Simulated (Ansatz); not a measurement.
**Cl2H2O3W: a ladder of functionals and wavefunction methods**

One table from this session's results is given with a row withheld; the runs are named, their logs left out.

Program: Ansatz 0.2.0, Gaussian basis. Level of theory: functionals in def2-TZVPP, the program's frozen cores in correlated methods. These are calculated values, not measurements.

Levels to be run: LDA (SPW92), PBE-D4, revPBE-D4, BLYP-D4, r2SCAN-D4, B97M-V, PBE0-D4, B3LYP-D4, r2SCANh-D4, r2SCAN0-D4, HSE06-D4, BHLYP-D4, CAM-B3LYP-D4, LC-ωPBE, ωB97X-V, ωB97M-V, B2PLYP, PBE-QIDH; CCSD(T)/def2-SVP; CCSD(T)/def2-TZVPP; MP2/def2-QZVPP; extrapolation to the limit; RPA on PBE.

### Structure used throughout

All runs share one geometry, relaxed beforehand with PBE0-D4 in a triple-zeta def2 set. W takes the def2 core potential; no spin-orbit term is included.

SMILES `[O]=[W]([OH])([OH])([Cl])[Cl]`, 8 atoms, charge 0, spin multiplicity 1.

Atoms are counted from 1 here; the program's logs count them from 0.

Bond lengths: O1–W2 1.678 Å, W2–O3 1.902 Å, W2–O4 1.865 Å, W2–Cl5 2.297 Å, W2–Cl6 2.334 Å, O3–H7 0.961 Å, O4–H8 0.962 Å. Angles: O1–W2–O3 111.1°, O1–W2–O4 101.2°, O1–W2–Cl5 108.5°, O1–W2–Cl6 99.8°, O3–W2–O4 85.2°, O3–W2–Cl5 140.3°, O3–W2–Cl6 83.3°, O4–W2–Cl5 90.9°, O4–W2–Cl6 158.5°, Cl5–W2–Cl6 86.5°, W2–O3–H7 118.7°, W2–O4–H8 127.6°.

Geometry (Å):

```xyz
8

O    -1.5929   -0.6733    1.0073
W    -0.3985    0.0676    0.0910
O     1.3311   -0.5212    0.6184
O    -0.2126   -1.1463   -1.3125
Cl   -1.3960    1.5891   -1.3111
Cl    0.0976    1.8809    1.4734
H     1.7711   -0.0689    1.3432
H     0.4923   -1.1849   -1.9656
```

Set-up of the first run:

in.yaml

```yaml
crystal:
  periodic: [false, false, false]
  atoms:
    - {symbol: O, position_ang: [-1.592905, -0.673299, 1.007265]}
    - {symbol: W, position_ang: [-0.398498, 0.067611, 0.090979]}
    - {symbol: O, position_ang: [1.331110, -0.521240, 0.618375]}
    - {symbol: O, position_ang: [-0.212598, -1.146285, -1.312479]}
    - {symbol: Cl, position_ang: [-1.396018, 1.589123, -1.311086]}
    - {symbol: Cl, position_ang: [0.097621, 1.880905, 1.473423]}
    - {symbol: H, position_ang: [1.771092, -0.068868, 1.343202]}
    - {symbol: H, position_ang: [0.492293, -1.184946, -1.965579]}
basis:
  gaussian: {orbitals: def2-TZVPP}
hamiltonian: {xc: lda}
output: {orbitals: {seedname: orbitals}}
```

Started as:

```bash
$ ansatz run in.yaml --threads 4 --pin off --events-out ev --progress --plain --max-ram 11315MiB
```

Among the steps run: LDA; PBE-D4 (GGA); revPBE-D4 (GGA); BLYP-D4 (GGA); r2SCAN-D4 (meta-GGA); B97M-V (meta-GGA); B3LYP-D4 (hybrid); r2SCANh-D4 (hybrid); r2SCAN0-D4 (hybrid); HSE06-D4 (hybrid); BHLYP-D4 (hybrid); CAM-B3LYP-D4 (range-separated); LC-ωPBE (range-separated); ωB97X-V (range-separated); ωB97M-V (range-separated); B2PLYP (double hybrid); PBE-QIDH (double hybrid).

One table of the session follows, with a row left open; its other results are not shown here.

It belongs to the step «Orbital energies across the functionals». 

```
  functional  HOMO (eV)  LUMO (eV)  gap (eV)
 LDA (SPW92)      -7.61      -4.68      2.93
      PBE-D4      -7.43      -4.44      2.99
   revPBE-D4      -7.36      -4.35      3.01
     BLYP-D4          ?          ?         ?
   r2SCAN-D4      -7.80      -4.44      3.36
      B97M-V      -7.88      -4.40      3.48
     PBE0-D4      -8.84      -3.77      5.07
    B3LYP-D4      -8.57      -3.97      4.59
  r2SCANh-D4      -8.31      -4.18      4.14
  r2SCAN0-D4      -9.09      -3.76      5.34
    HSE06-D4      -8.44      -4.15      4.29
    BHLYP-D4     -10.12      -2.91      7.22
CAM-B3LYP-D4     -10.19      -2.72      7.47
     LC-ωPBE     -11.59      -1.59      9.99
     ωB97X-V     -11.21      -1.66      9.55
     ωB97M-V     -11.05      -1.67      9.38
```

**Question.** Estimate the row for BLYP-D4.

Worked estimate for «HOMO (eV)». Against the share of exact exchange, B3LYP-D4 (0.2, -8.57), BHLYP-D4 (0.5, -10.12) give a slope of -5.17 per unit share; at 0 the line stands at -7.54.

**Answer.** HOMO (eV): -7.27; LUMO (eV): -4.33; gap (eV): 2.94. In «HOMO (eV)» the line misses by -0.27.
